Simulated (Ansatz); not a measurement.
What does this script print? It uses Ansatz's Python interface.

`robust_k3re.py`
```python
"""Refuse a result for K3Re that has doubts or was not closed by its thresholds."""

import warnings

import ansatz as az
from ase import Atoms


def main() -> None:
    atoms = Atoms(
        ["K", "K", "K", "Re"],
        scaled_positions=[
            [0.75, 0.75, 0.75],
            [0.25, 0.25, 0.25],
            [0.5, 0.5, 0.5],
            [0.0, 0.0, 0.0],
        ],
        cell=[
            [0.0, 4.416617, 4.416617],
            [4.416617, 0.0, 4.416617],
            [4.416617, 4.416617, 0.0],
        ],
        pbc=True,
    )
    xtal = az.Crystal.from_ase(atoms)

    calculation = xtal.calculation()
    calculation = calculation.functional("rpbe", dispersion="d3bj")
    calculation = calculation.basis(260, density_ratio=6)
    calculation = calculation.accuracy("medium").kpoints(4, 4, 4, center="gamma")
    calculation = calculation.occupations("fermi_dirac")

    with warnings.catch_warnings(record=True) as caught:
        warnings.simplefilter("always")
        result = calculation.forces().stress().run(threads=1)
    for item in caught:
        if issubclass(item.category, (az.RunWarning, az.DeckWarning)):
            print(item.category.__name__, "-", str(item.message)[:120])
    summary = result.report
    doubts = summary["published_state_doubts"]
    if doubts or summary.get("closed_by") != "deck_thresholds":
        print("rejected:", doubts, summary.get("closed_by"))
    else:
        print(f"accepted: F = {summary['free_energy_ev']:.5f} eV")


if __name__ == "__main__":
    main()
```

`python robust_k3re.py` gives:
```text
DeckWarning - basis.ecutwfc = 260 eV is below the records' recommended 420 eV, and the density's cutoff is lower with it unless basis.
DeckWarning - basis.ecutrho_ratio = 6 (ecutrho = 1560 eV) is below the records' recommended 1680 eV
RunWarning - dispersion: an atom stands within reach of a switch of its C6 between two reference coordination numbers of its element:
accepted: F = -15504.14190 eV
```

Caveats:
- The settings weren't tested for convergence.
- The cutoff lies under the one recommended for these potentials.
- The run is spin-unpolarised.
- Dispersion corrections can be off by several per cent in the lattices of metals, and by several GPa in the pressure at a fixed cell.
- For a metal this k-point mesh is coarse: on a finer one energies can move by several to tens of meV an atom and pressures by half a GPa or more, differences at one mesh by less.
- Spin-orbit coupling, which matters for elements this heavy, is left out.
- The structure comes from a database of computed cells and needn't be a stable or known phase.
- Wall time of the script: 1.8 s on 1 thread of Arm Neoverse V2, on a shared host, peak memory 0.43 GiB.
